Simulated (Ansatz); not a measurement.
# Cu18CO: the cost of one run

Program: Ansatz 0.2.0. Level of theory: DFT PBE, plane waves, PAW, scalar-relativistic, no spin polarisation. These are calculated values, not measurements.

**1. The structure to begin with**

The cell holds 20 atoms (CCu18O): a = 5.105 Å, b = 7.658 Å, c = 18.168 Å, α = 90.00°, β = 90.00°, γ = 60.00°.

The coordinates stand in the first input below.

**2. The run**

220 steps of 1 fs at constant energy.

input.yaml

```yaml
crystal:
  lattice:
    - [5.105311, 0.0, 0.0]
    - [3.828983, 6.631993, 0.0]
    - [0.0, 0.0, 18.168469]
  atoms:
    - { symbol: Cu, position: [0.1666667, 0.1111111, 0.0550404] }
    - { symbol: Cu, position: [0.6666667, 0.1111111, 0.0550404] }
    - { symbol: Cu, position: [0.1666667, 0.4444444, 0.0550404] }
    - { symbol: Cu, position: [0.6666667, 0.4444444, 0.0550404] }
    - { symbol: Cu, position: [0.1666667, 0.7777778, 0.0550404] }
    - { symbol: Cu, position: [0.6666667, 0.7777778, 0.0550404] }
    - { symbol: Cu, position: [-0.1666667, 0.2222222, 0.1697575] }
    - { symbol: Cu, position: [0.3333333, 0.2222222, 0.1697575] }
    - { symbol: Cu, position: [-0.1666667, 0.5555556, 0.1697575] }
    - { symbol: Cu, position: [0.3333333, 0.5555556, 0.1697575] }
    - { symbol: Cu, position: [-0.1666667, 0.8888889, 0.1697575] }
    - { symbol: Cu, position: [0.3333333, 0.8888889, 0.1697575] }
    - { symbol: Cu, position: [0.0, 0.0, 0.2844747] }
    - { symbol: Cu, position: [0.5, 0.0, 0.2844747] }
    - { symbol: Cu, position: [0.0, 0.3333333, 0.2844747] }
    - { symbol: Cu, position: [0.5, 0.3333333, 0.2844747] }
    - { symbol: Cu, position: [0.0, 0.6666667, 0.2844747] }
    - { symbol: Cu, position: [0.5, 0.6666667, 0.2844747] }
    - { symbol: C, position: [0.6520333, 0.4512243, 0.4734305] }
    - { symbol: O, position: [0.6520333, 0.4512243, 0.5372773] }
basis:
  ecutwfc: 420.0
kpoints:
  mp_grid: { grid: [3, 2, 1] }
hamiltonian:
  xc: pbe
  pseudopotentials: { kind: paw, azcp: { folder: soft_1 } }
scf:
  occupations: { method: fermi_dirac, width: 0.1 }
  lower_state_search: "off"
md:
  timestep: 1
  n_steps: 220
  ensemble: nve
  initial_velocities: zero
  seed: 375442
  initial_site_velocities:
    - { site: 18, velocity: [0.020663, 0.0, -0.024626] }
    - { site: 19, velocity: [0.020663, 0.0, -0.024626] }
  constraints: [{ sites: [0, 1, 2, 3, 4, 5] }]
```

Run with:

```sh
$ ansatz run input.yaml --threads 4 --pin off --max-ram 10240MiB --backend cpu --events-out ev --progress --plain --runs-dir out
```

What time and memory should one allow on 4 threads of Arm Neoverse V2, shared host?

About 48 min, with a peak of 2.5 GiB.
